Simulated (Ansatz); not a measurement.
# Si4H10: a ladder of functionals and wavefunction methods

The task here is to estimate one member of a computed series from the others.

Program: Ansatz 0.2.0, Gaussian basis. Level of theory: functionals in def2-TZVPP, the program's frozen cores in correlated methods. These are calculated values, not measurements.

Levels to be run: LDA (SPW92), PBE-D4, revPBE-D4, BLYP-D4, r2SCAN-D4, B97M-V, PBE0-D4, B3LYP-D4, r2SCANh-D4, r2SCAN0-D4, HSE06-D4, BHLYP-D4, CAM-B3LYP-D4, LC-ωPBE, ωB97X-V, ωB97M-V, B2PLYP, PBE-QIDH; CCSD(T)/def2-SVP; CCSD(T)/def2-TZVPP; MP2/def2-QZVPP; extrapolation to the limit; RPA on PBE.

### The geometry

All runs share one geometry, relaxed beforehand with PBE0-D4 in a triple-zeta def2 set.

14 atoms, charge 0, spin multiplicity 1.

Atoms are counted from 1 here; the program's logs count them from 0.

Bond lengths: Si1–Si2 2.338 Å, Si1–H5 1.488 Å, Si1–H6 1.488 Å, Si1–H7 1.488 Å, Si2–Si3 2.338 Å, Si2–H8 1.490 Å, Si2–H9 1.490 Å, Si3–Si4 2.338 Å, Si3–H10 1.490 Å, Si3–H11 1.490 Å, Si4–H12 1.488 Å, Si4–H13 1.488 Å, Si4–H14 1.488 Å. Angles: Si2–Si1–H5 111.3°, Si2–Si1–H6 109.6°, Si2–Si1–H7 109.9°, H5–Si1–H6 108.7°, H5–Si1–H7 108.7°, H6–Si1–H7 108.5°, Si1–Si2–Si3 109.8°, Si1–Si2–H8 109.3°, Si1–Si2–H9 109.9°, Si3–Si2–H8 109.1°, Si3–Si2–H9 110.6°, H8–Si2–H9 108.2°, Si2–Si3–Si4 109.8°, Si2–Si3–H10 109.1°, Si2–Si3–H11 110.6°, Si4–Si3–H10 109.3°, Si4–Si3–H11 109.9°, H10–Si3–H11 108.2° and more.

The first run:

in.yaml reads:

```yaml
crystal:
  periodic: [false, false, false]
  atoms:
    - {symbol: Si, position_ang: [-0.421490, 2.102244, 1.007131]}
    - {symbol: Si, position_ang: [-1.565266, 0.167690, 0.360911]}
    - {symbol: Si, position_ang: [-0.310874, -0.999620, -1.230281]}
    - {symbol: Si, position_ang: [1.806230, -1.488149, -0.365658]}
    - {symbol: H, position_ang: [-1.216728, 2.900250, 1.978692]}
    - {symbol: H, position_ang: [0.872493, 1.730258, 1.640061]}
    - {symbol: H, position_ang: [-0.138626, 2.945088, -0.185842]}
    - {symbol: H, position_ang: [-1.771290, -0.702747, 1.552945]}
    - {symbol: H, position_ang: [-2.902770, 0.528941, -0.188070]}
    - {symbol: H, position_ang: [-0.161314, -0.154684, -2.448782]}
    - {symbol: H, position_ang: [-1.002606, -2.260566, -1.620564]}
    - {symbol: H, position_ang: [2.612451, -2.284313, -1.329648]}
    - {symbol: H, position_ang: [2.529444, -0.222393, -0.068669]}
    - {symbol: H, position_ang: [1.670356, -2.261999, 0.897784]}
basis:
  gaussian: {orbitals: def2-TZVPP}
hamiltonian: {xc: lda}
output: {orbitals: {seedname: orbitals}}
```

Started as:

```sh
ansatz run in.yaml --threads 4 --pin off --events-out ev --progress --plain --max-ram 10444MiB
```

Steps of the session up to this table: LDA; PBE-D4 (GGA); revPBE-D4 (GGA); BLYP-D4 (GGA); r2SCAN-D4 (meta-GGA); B97M-V (meta-GGA); B3LYP-D4 (hybrid); r2SCANh-D4 (hybrid); r2SCAN0-D4 (hybrid); HSE06-D4 (hybrid); BHLYP-D4 (hybrid); CAM-B3LYP-D4 (range-separated); LC-ωPBE (range-separated); ωB97X-V (range-separated); ωB97M-V (range-separated); B2PLYP (double hybrid); PBE-QIDH (double hybrid).

One table of the session follows, with a row left open; its other results are not shown here.

It belongs to the step «Orbital energies across the functionals». 

```
  functional  HOMO (eV)  gap (eV)
 LDA (SPW92)      -6.96      5.66
      PBE-D4      -6.88      5.73
   revPBE-D4          ?         ?
     BLYP-D4      -6.71      5.76
   r2SCAN-D4      -7.12      6.17
      B97M-V      -7.26      6.06
     PBE0-D4      -7.91      7.57
    B3LYP-D4      -7.71      7.23
  r2SCANh-D4      -7.50      6.83
  r2SCAN0-D4      -8.06      7.82
    HSE06-D4      -7.53      6.81
    BHLYP-D4      -8.83      9.44
CAM-B3LYP-D4      -9.12      9.88
     LC-ωPBE     -10.41     12.18
     ωB97X-V     -10.10     11.77
     ωB97M-V      -9.86     11.25
```

**Question.** Estimate the row for revPBE-D4.

**Answer.** HOMO (eV): -6.84; gap (eV): 5.77. In the column «HOMO (eV)» it lies between PBE-D4 (-6.88) and BLYP-D4 (-6.71).
